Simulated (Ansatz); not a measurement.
**CH₅NO₂Sn: trial inputs and their diagnosis**

4 inputs were typed for CH₅NO₂Sn. Each is run as it stands; the log then has to tell whether the result can be used.

Method: the settings change from run to run; program: Ansatz 0.2.0, Gaussian basis.

## (1) The relaxed structure

The structure was relaxed beforehand with PBE0-D4 in a triple-zeta def2 set. Sn takes a core potential in def2 sets; no spin-orbit term is included.

SMILES `[NH2][SnH]([OH])[CH]=O`, 10 atoms, charge 0, spin multiplicity 1.

Atoms are counted from 1 here; the program's logs count them from 0.

Bond lengths: N1–Sn2 2.017 Å, N1–H6 1.012 Å, N1–H7 1.012 Å, Sn2–O3 1.967 Å, Sn2–C4 2.208 Å, Sn2–H8 1.705 Å, O3–H9 0.963 Å, C4–O5 1.200 Å, C4–H10 1.114 Å. Angles: Sn2–N1–H6 113.7°, Sn2–N1–H7 113.7°, H6–N1–H7 107.8°, N1–Sn2–O3 111.8°, N1–Sn2–C4 108.9°, N1–Sn2–H8 107.8°, O3–Sn2–C4 99.6°, O3–Sn2–H8 109.6°, C4–Sn2–H8 119.0°, Sn2–O3–H9 110.0°, Sn2–C4–O5 117.8°, Sn2–C4–H10 122.0°, O5–C4–H10 120.1°.

## (2) Try 1

File in.yaml:

```yaml
crystal:
  periodic: [false, false, false]
  atoms:
    - {symbol: N, position_ang: [0.183381, -0.174922, 1.721811]}
    - {symbol: Sn, position_ang: [-0.626001, 0.104501, 0.111670]}
    - {symbol: O, position_ang: [0.588919, 1.592028, -1.030389]}
    - {symbol: C, position_ang: [-0.108611, -1.223687, -1.235351]}
    - {symbol: O, position_ang: [0.786021, -0.983185, -2.150948]}
    - {symbol: H, position_ang: [1.212585, 0.082257, 1.972045]}
    - {symbol: H, position_ang: [-0.723159, 0.606950, 2.644513]}
    - {symbol: H, position_ang: [-2.352742, 0.719249, 0.077692]}
    - {symbol: H, position_ang: [1.222805, 1.333263, -1.256416]}
    - {symbol: H, position_ang: [-0.375991, -2.668989, -1.439918]}
basis:
  gaussian: {orbitals: def2-TZVPP, fitting: {mean_field: cc-pVTZ-jkfit}}
hamiltonian: {xc: {name: B3LYP5}}
scf: {lower_state_search: light}
output: {forces: true}
```

Run with:

```bash
$ ansatz run in.yaml --threads 4 --pin off --events-out ev --progress --plain --max-ram 10444MiB
```

Output:

```text
Functional definition: B3LYP5
  name "B3LYP5"
  cite "Stephens, Devlin, Chabalowski & Frisch, J. Phys. Chem. 98, 11623 (1994) doi:10.1021/j100096a001"
  cite "Becke, Phys. Rev. A 38, 3098 (1988) doi:10.1103/PhysRevA.38.3098"
  cite "Lee, Yang & Parr, Phys. Rev. B 37, 785 (1988) doi:10.1103/PhysRevB.37.785"
  cite "Vosko, Wilk & Nusair, Can. J. Phys. 58, 1200 (1980) doi:10.1139/p80-159"
  parameter a0 = 0.2
  parameter ax = 0.72
  parameter ac = 0.81
  exchange = (1 - a0 - ax)*slater_x + ax*b88_x + a0*exact_x
  correlation = (1 - ac)*vwn5_c + ac*lyp_c
Error: <dir> the basis set cc-pVTZ-JKFIT has no functions for Sn
```

Wall time 0.1 s (4 threads of Arm Neoverse V2, shared host).

Diagnosis: Refused before any calculation. The fitting set named has no entry for an element of this molecule. Cure: leave the fitting key out, or name a set that covers all elements and suits the basis. Its coordinates are also moved off the relaxed structure.

## (3) Try 2

File in.yaml:

```yaml
crystal:
  periodic: [false, false, false]
  atoms:
    - {symbol: N, position_ang: [0.052985, -0.177118, 1.929878]}
    - {symbol: Sn, position_ang: [-0.554397, 0.311790, 0.069541]}
    - {symbol: O, position_ang: [0.461504, 1.833119, -0.653133]}
    - {symbol: C, position_ang: [0.094203, -1.265237, -1.333684]}
    - {symbol: O, position_ang: [0.817672, -0.948073, -2.236636]}
    - {symbol: H, position_ang: [1.055444, -0.124418, 2.058242]}
    - {symbol: H, position_ang: [-0.381777, 0.375293, 2.657478]}
    - {symbol: H, position_ang: [-2.209182, 0.714865, 0.150942]}
    - {symbol: H, position_ang: [0.959151, 1.557300, -1.429734]}
    - {symbol: H, position_ang: [-0.212501, -2.328621, -1.209794]}
basis:
  gaussian: {orbitals: STO-3G}
hamiltonian: {xc: {name: HF}}
correlation: {method: mp2, frozen_orbitals: {N: 0}}
accuracy: high
scf: {lower_state_search: full}
output: {forces: true}
```

Same command.

Output:

```text
Functional definition: HF
  name "HF"
  cite "Fock, Z. Phys. 61, 126 (1930) doi:10.1007/BF01340294"
  parent pbe
  exchange = exact_x
  correlation = 0
Error: "frozen_orbitals" has no count for Sn
```

Run time: 0.05 s. Hardware: 4 threads of Arm Neoverse V2, shared host.

What is wrong: Refused before any calculation. Frozen orbitals are typed for one element alone, and the program wants a count for each. Fix: leave frozen_orbitals out, or give every element a count that its core really has.

## (4) Try 3

File in.yaml:

```yaml
crystal:
  periodic: [false, false, false]
  atoms:
    - {symbol: N, position_ang: [-0.011663, -0.084879, 1.950842]}
    - {symbol: Sn, position_ang: [-0.367771, 0.300761, 0.131164]}
    - {symbol: O, position_ang: [0.556253, 1.880287, -0.675975]}
    - {symbol: C, position_ang: [0.129171, -1.412142, -1.232222]}
    - {symbol: O, position_ang: [0.915465, -0.927037, -2.201218]}
    - {symbol: H, position_ang: [0.975544, 0.247796, 2.161120]}
    - {symbol: H, position_ang: [-0.332754, 0.311389, 2.633212]}
    - {symbol: H, position_ang: [-2.014337, 0.727514, 0.188594]}
    - {symbol: H, position_ang: [1.006784, 1.618382, -1.339393]}
    - {symbol: H, position_ang: [-0.308266, -2.160621, -1.289307]}
basis:
  gaussian: {orbitals: def2-TZVPD}
hamiltonian: {xc: {name: r2SCAN50}, dispersion: d4}
relax: {f_tol: 0.0001, max_steps: 1}
```

Launched as before.

Output:

```text
Functional definition: r2SCAN50
  name "r2SCAN50"
  cite "Bursch, Neugebauer, Ehlert & Grimme, J. Chem. Phys. 156, 134105 (2022) doi:10.1063/5.0086040"
  cite "Furness, Kaplan, Ning, Perdew & Sun, J. Phys. Chem. Lett. 11, 8208 (2020) doi:10.1021/acs.jpclett.0c02405"
  cite "Furness, Kaplan, Ning, Perdew & Sun, J. Phys. Chem. Lett. 11, 9248 (2020) doi:10.1021/acs.jpclett.0c03077"
  parent r2scan
  parameter a = 0.5
  parameter k0 = 0.174
  parameter k1 = 0.065
  parameter a1 = 4.9479
  exchange = (1 - a)*r2scan_x(k0 = k0, k1 = k1, a1 = a1) + a*exact_x
  correlation = r2scan_c
1633 factors; their error is unknown
mean field evaluation 1: about -12516.9974 eV, gradient 7.8e1 eV
mean field evaluation 2: about -12509.5872 eV, gradient 9.9e1 eV
mean field evaluation 4: about -12527.3995 eV, gradient 6.7e0 eV
mean field evaluation 8: about -12527.4776 eV, gradient 1.8e-1 eV
mean field evaluation 16: about -12527.6492 eV, gradient 1.3e-3 eV
mean field -12527.64924627 eV, -460.3826182547 hartree, gradient 3.6e-5 eV, S^2 0.000000; 0 other end points of the search recorded, 0 dependent functions left out
the calculation of the forces begins
reference -12527.64926025 eV, -460.3826187687 hartree; 28, 28 occupied and 227, 227 virtual orbitals, 1633 factors
relax step   1: F+E_penalty+E_count = -12527.71630724 eV  Δ(F+E_penalty+E_count) = +0.000e0 eV  max|allowed force component| = 1.800e1 eV/Å  Δτ_max = 0.0000 Å  (36 SCF iters, accepted)
Error: geometry relaxation did not converge after 1 steps: max|allowed force component| = 1.80e1 eV/Å (threshold 1.0e-4). Raise `relax.max_steps` over both its present limit and 1, loosen `relax.f_tol`, or start from a geometry closer to equilibrium. Where this run's directory can be resumed (`checkpoint.write`), a resume goes on for up to `relax.max_steps` more
```

Wall time 7.5 s (4 threads of Arm Neoverse V2, shared host); peak memory 0.87 GiB.

Diagnosis: The run did not converge. The relaxation is allowed too few steps for its threshold. The start was also shaken off the relaxed geometry, so there is far to go. Fix: raise relax.max_steps.

## (5) Try 4

File in.yaml:

```yaml
crystal:
  periodic: [true, true, true]
  atoms:
    - {symbol: N, position_ang: [0.052985, -0.177118, 1.929878]}
    - {symbol: Sn, position_ang: [-0.554397, 0.311790, 0.069541]}
    - {symbol: O, position_ang: [0.461504, 1.833119, -0.653133]}
    - {symbol: C, position_ang: [0.094203, -1.265237, -1.333684]}
    - {symbol: O, position_ang: [0.817672, -0.948073, -2.236636]}
    - {symbol: H, position_ang: [1.055444, -0.124418, 2.058242]}
    - {symbol: H, position_ang: [-0.381777, 0.375293, 2.657478]}
    - {symbol: H, position_ang: [-2.209182, 0.714865, 0.150942]}
    - {symbol: H, position_ang: [0.959151, 1.557300, -1.429734]}
    - {symbol: H, position_ang: [-0.212501, -2.328621, -1.209794]}
basis:
  gaussian: {orbitals: def2-mTZVPP, fitting: {mean_field: def2-universal-jkfit}}
total_charge: 1
magnetization: {spin_polarized: true, initial_magnetization: 1}
hamiltonian: {xc: {name: PBE0-DH}}
accuracy: high
```

Launched as before.

Output:

```text
Error: YAML parse error: error: line 2 column 3: crystal: missing field `lattice` (a structure is typed as `lattice` and `atoms`, a molecule's as `atoms` in Å alone, or read from a run's directory, `checkpoint`)
 --> <input>:2:3
  |
1 | crystal:
2 |   periodic: [true, true, true]
  |   ^ crystal: missing field `lattice` (a structure is typed as `lattice` and `atoms`, a molecule's as `atoms` in Å alone, or read from a run's directory, `checkpoint`)
3 |   atoms:
4 |     - {symbol: N, position_ang: [0.052985, -0.177118, 1.929878]}
  |
```

It took 0.05 s on 4 threads of Arm Neoverse V2, shared host.

**Diagnosis.** Refused before any calculation. The molecule is marked periodic without a cell. It also asks for charge 1 and multiplicity 2, another species or state than the molecule above. To mend it, set periodic to false, or give a lattice, and set charge and spin to those of the species named.

## (6) How the tries ended

```
try                level          ended                                                                                    cause    time
  1    B3LYP5/def2-TZVPP        refused                       the fitting set named has no entry for an element of this molecule   0.1 s
  2           MP2/STO-3G        refused  frozen orbitals are typed for one element alone, and the program wants a count for each  0.05 s
  3  r2SCAN50/def2-TZVPD  not converged                                the relaxation is allowed too few steps for its threshold   7.5 s
  4  PBE0-DH/def2-mTZVPP        refused                                           the molecule is marked periodic without a cell  0.05 s
```

In words: 3 refused, 1 not converged. A refusal costs next to no computing time.
